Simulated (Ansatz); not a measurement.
# Ca3Mg: the cost of one run

Method: DFT LDA, scalar-relativistic, plane waves, PAW, in Ansatz 0.2.0.

**1. Starting point**

The structure is hexagonal, space group P-6m2 (No. 187). Conventional cell: a = 3.820 Å, b = 3.820 Å, c = 11.944 Å, α = 90.00°, β = 90.00°, γ = 120.00°. Ca (site symmetry -6m2) is surrounded by 12 Ca at 3.82 to 3.93 Å. Ca (site symmetry 3m) has 3 Mg at 3.50 Å and 9 Ca at 3.82 to 3.93 Å as nearest neighbours. Mg (site symmetry -6m2) is surrounded by 6 Ca at 3.50 Å and 6 Mg at 3.82 Å.

Structure file:

```
Ca Mg
1.0
     3.81994    0.00000    0.00000
    -1.90997    3.30817    0.00000
     0.00000    0.00000   11.94427
Ca Mg
3 1
Cartesian
  1.9100 1.1027 0.0000
  0.0000 0.0000 3.2486
  0.0000 0.0000 8.6956
  1.9100 1.1027 5.9721
```

It goes back to an entry of the Materials Project, which need not be the stable form.

This cell was relaxed beforehand with the same method: volume 37.73 Å³/atom, gap on the mesh none (metal).

**2. Relaxing with LDA**

The input, input.yaml:

```yaml
crystal:
  lattice:
    - [3.8199436617, 0.0, 0.0]
    - [-1.9099718308, 3.308168252, 0.0]
    - [0.0, 0.0, 11.9442740922]
  atoms:
    - { symbol: Ca, position: [0.6666666667, 0.3333333333, 0.0] }
    - { symbol: Ca, position: [0.0, 0.0, 0.2719835388] }
    - { symbol: Ca, position: [0.0, 0.0, 0.7280164612] }
    - { symbol: Mg, position: [0.6666666667, 0.3333333333, 0.5] }
basis:
  ecutwfc: 420
kpoints:
  mp_grid: { grid: [12, 12, 4] }
hamiltonian:
  xc: lda
scf:
  occupations: { method: gaussian, width: 0.1 }
output:
  forces: true
  stress: true
  eigenvalues: true
relax:
  adjacent_minimum: "off"
  f_tol: 0.005
  max_steps: 50
  cell: { stress_tol: 0.05 }
```

What time and memory should one allow on 1 thread of an x86-64 CPU, shared host?

About 54 s, with a peak of 0.5 GiB.
